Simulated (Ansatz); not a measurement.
# AlH11Si4: the cost of one run

Program: Ansatz 0.2.0. Level of theory: RKS r2SCAN-D4/STO-3G. These are calculated values, not measurements.

## Step 1: Starting point

Bond lengths (14 of 15 bonds, heavy atoms first): Si1–Al2 2.325 Å, Al2–Si3 2.355 Å, Si3–Si4 2.200 Å, Si3–Si5 2.203 Å, Si1–H6 1.441 Å, Si1–H7 1.451 Å, Si1–H8 1.526 Å, Al2–H9 1.599 Å, Si3–H10 1.512 Å, Si4–H11 1.405 Å, Si4–H12 1.518 Å, Si4–H13 1.484 Å, Si5–H14 1.483 Å, Si5–H15 1.492 Å. Angles (14 of 27 angles, heavy atoms first): Si1–Al2–Si3 119.4°, Al2–Si3–Si4 109.8°, Al2–Si3–Si5 108.9°, Si4–Si3–Si5 111.3°, Si1–Al2–H9 120.2°, Si3–Al2–H9 120.4°, Al2–Si1–H6 111.6°, Al2–Si1–H7 110.5°, Al2–Si1–H8 106.2°, Al2–Si3–H10 109.4°, Si4–Si3–H10 108.6°, Si5–Si3–H10 108.8°, Si3–Si4–H11 111.9°, Si3–Si4–H12 105.6°.

Structure file:

```xyz
16

Si   -1.1612   -2.6101   -0.3900
Al    0.8854   -1.6389    0.1317
Si    1.0521    0.7058    0.2712
Si    0.5804    1.6041   -1.6809
Si   -0.3201    1.4253    1.8379
H    -1.6503   -3.4290    0.6896
H    -1.0749   -3.3361   -1.6439
H    -2.1413   -1.4573   -0.5863
H     2.1587   -2.5586    0.4287
H     2.4657    1.0862    0.6492
H     1.4109    1.1082   -2.6998
H    -0.8502    1.1950   -1.9834
H     0.5332    3.0857   -1.6060
H    -1.7156    1.0394    1.5157
H     0.0429    0.8251    3.1544
H    -0.2386    2.9327    1.9562
```

## Step 2: Relaxing end A

input.yaml reads:

```yaml
crystal:
  periodic: [false, false, false]
  atoms:
    - { symbol: Si, position_ang: [-1.1612, -2.6101, -0.39] }
    - { symbol: Al, position_ang: [0.8854, -1.6389, 0.1317] }
    - { symbol: Si, position_ang: [1.0521, 0.7058, 0.2712] }
    - { symbol: Si, position_ang: [0.5804, 1.6041, -1.6809] }
    - { symbol: Si, position_ang: [-0.3201, 1.4253, 1.8379] }
    - { symbol: H, position_ang: [-1.6503, -3.429, 0.6896] }
    - { symbol: H, position_ang: [-1.0749, -3.3361, -1.6439] }
    - { symbol: H, position_ang: [-2.1413, -1.4573, -0.5863] }
    - { symbol: H, position_ang: [2.1587, -2.5586, 0.4287] }
    - { symbol: H, position_ang: [2.4657, 1.0862, 0.6492] }
    - { symbol: H, position_ang: [1.4109, 1.1082, -2.6998] }
    - { symbol: H, position_ang: [-0.8502, 1.195, -1.9834] }
    - { symbol: H, position_ang: [0.5332, 3.0857, -1.606] }
    - { symbol: H, position_ang: [-1.7156, 1.0394, 1.5157] }
    - { symbol: H, position_ang: [0.0429, 0.8251, 3.1544] }
    - { symbol: H, position_ang: [-0.2386, 2.9327, 1.9562] }
basis:
  gaussian: { orbitals: STO-3G }
hamiltonian:
  xc: r2scan
  dispersion: d4
relax:
  f_tol: 0.015
  max_steps: 40
output:
  orbitals: {}
```

Started as:

```console
$ ansatz run input.yaml --threads 1 --pin off --max-ram 2048MiB --backend cpu --events-out ev --progress --plain --runs-dir out
```

Q: Estimate wall time and peak memory on 1 thread of Arm Neoverse V2, shared host.

About 49 s, with a peak of 0.16 GiB.
